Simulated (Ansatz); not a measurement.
# CH₅NO₃W: a ladder of functionals and wavefunction methods

One table from this session's results is given with a row withheld; the runs are named, their logs left out.

Method: functionals in def2-TZVPP, the program's frozen cores in correlated methods; program: Ansatz 0.2.0, Gaussian basis.

Plan: LDA (SPW92), PBE-D4, revPBE-D4, BLYP-D4, r2SCAN-D4, B97M-V, PBE0-D4, B3LYP-D4, r2SCANh-D4, r2SCAN0-D4, HSE06-D4, BHLYP-D4, CAM-B3LYP-D4, LC-ωPBE, ωB97X-V, ωB97M-V, B2PLYP, PBE-QIDH; CCSD(T)/def2-SVP; CCSD(T)/def2-TZVPP; MP2/def2-QZVPP; extrapolation to the limit; RPA on PBE.

## The geometry

All runs share one geometry, relaxed beforehand with PBE0-D4 in a triple-zeta def2 set. W takes the def2 core potential; no spin-orbit term is included.

SMILES `C[N]=[W](=[O])([OH])[OH]`, 11 atoms, charge 0, spin multiplicity 1.

Atoms are counted from 1 here; the program's logs count them from 0.

Bond lengths: C1–N2 1.420 Å, C1–H7 1.095 Å, C1–H8 1.095 Å, C1–H9 1.096 Å, N2–W3 1.747 Å, W3–O4 1.710 Å, W3–O5 1.896 Å, W3–O6 1.896 Å, O5–H10 0.958 Å, O6–H11 0.958 Å. Angles: N2–C1–H7 110.3°, N2–C1–H8 110.3°, N2–C1–H9 111.7°, H7–C1–H8 107.5°, H7–C1–H9 108.5°, H8–C1–H9 108.5°, C1–N2–W3 154.1°, N2–W3–O4 108.9°, N2–W3–O5 108.7°, N2–W3–O6 108.7°, O4–W3–O5 109.5°, O4–W3–O6 109.5°, O5–W3–O6 111.4°, W3–O5–H10 124.0°, W3–O6–H11 124.0°.

The first run:

Input file in.yaml:

```yaml
crystal:
  periodic: [false, false, false]
  atoms:
    - {symbol: C, position_ang: [0.363716, -1.726156, -0.791131]}
    - {symbol: N, position_ang: [0.086792, -0.393082, -0.387857]}
    - {symbol: W, position_ang: [-0.190434, 0.866444, 0.790531]}
    - {symbol: O, position_ang: [-0.085858, 0.191766, 2.358698]}
    - {symbol: O, position_ang: [1.144337, 2.197336, 0.583016]}
    - {symbol: O, position_ang: [-1.927367, 1.578454, 0.521731]}
    - {symbol: H, position_ang: [1.283568, -1.759934, -1.384006]}
    - {symbol: H, position_ang: [-0.446683, -2.108562, -1.420248]}
    - {symbol: H, position_ang: [0.480279, -2.393999, 0.069442]}
    - {symbol: H, position_ang: [1.787310, 2.205378, -0.127411]}
    - {symbol: H, position_ang: [-2.495671, 1.342364, -0.212774]}
basis:
  gaussian: {orbitals: def2-TZVPP}
hamiltonian: {xc: lda}
output: {orbitals: {seedname: orbitals}}
```

The run is started by

```sh
$ ansatz run in.yaml --threads 4 --pin off --events-out ev --progress --plain --max-ram 11315MiB
```

Among the steps run: LDA; PBE-D4 (GGA); revPBE-D4 (GGA); BLYP-D4 (GGA); r2SCAN-D4 (meta-GGA); B97M-V (meta-GGA); PBE0-D4 (hybrid); B3LYP-D4 (hybrid); r2SCANh-D4 (hybrid); r2SCAN0-D4 (hybrid); HSE06-D4 (hybrid); BHLYP-D4 (hybrid); CAM-B3LYP-D4 (range-separated); LC-ωPBE (range-separated); ωB97X-V (range-separated); ωB97M-V (range-separated); B2PLYP (double hybrid); PBE-QIDH (double hybrid).

One of the session's tables, all rows but one given; the rest of the session is left out.

It belongs to the step «Orbital energies across the functionals». 

| functional | HOMO (eV) | gap (eV) |
| --- | --- | --- |
| LDA (SPW92) | -6.35 | 4.56 |
| PBE-D4 | ? | ? |
| revPBE-D4 | -6.09 | 4.63 |
| BLYP-D4 | -6.06 | 4.58 |
| r2SCAN-D4 | -6.44 | 5.00 |
| B97M-V | -6.52 | 5.10 |
| PBE0-D4 | -7.54 | 6.77 |
| B3LYP-D4 | -7.32 | 6.30 |
| r2SCANh-D4 | -6.96 | 5.81 |
| r2SCAN0-D4 | -7.74 | 7.04 |
| HSE06-D4 | -7.14 | 6.00 |
| BHLYP-D4 | -8.84 | 8.97 |
| CAM-B3LYP-D4 | -8.91 | 9.19 |
| LC-ωPBE | -10.19 | 11.67 |
| ωB97X-V | -9.87 | 11.24 |
| ωB97M-V | -9.80 | 10.89 |

**Question.** Estimate the row for PBE-D4.

The run gave: HOMO (eV): -6.17; gap (eV): 4.61. In the column «HOMO (eV)» it lies between LDA (SPW92) (-6.35) and revPBE-D4 (-6.09).
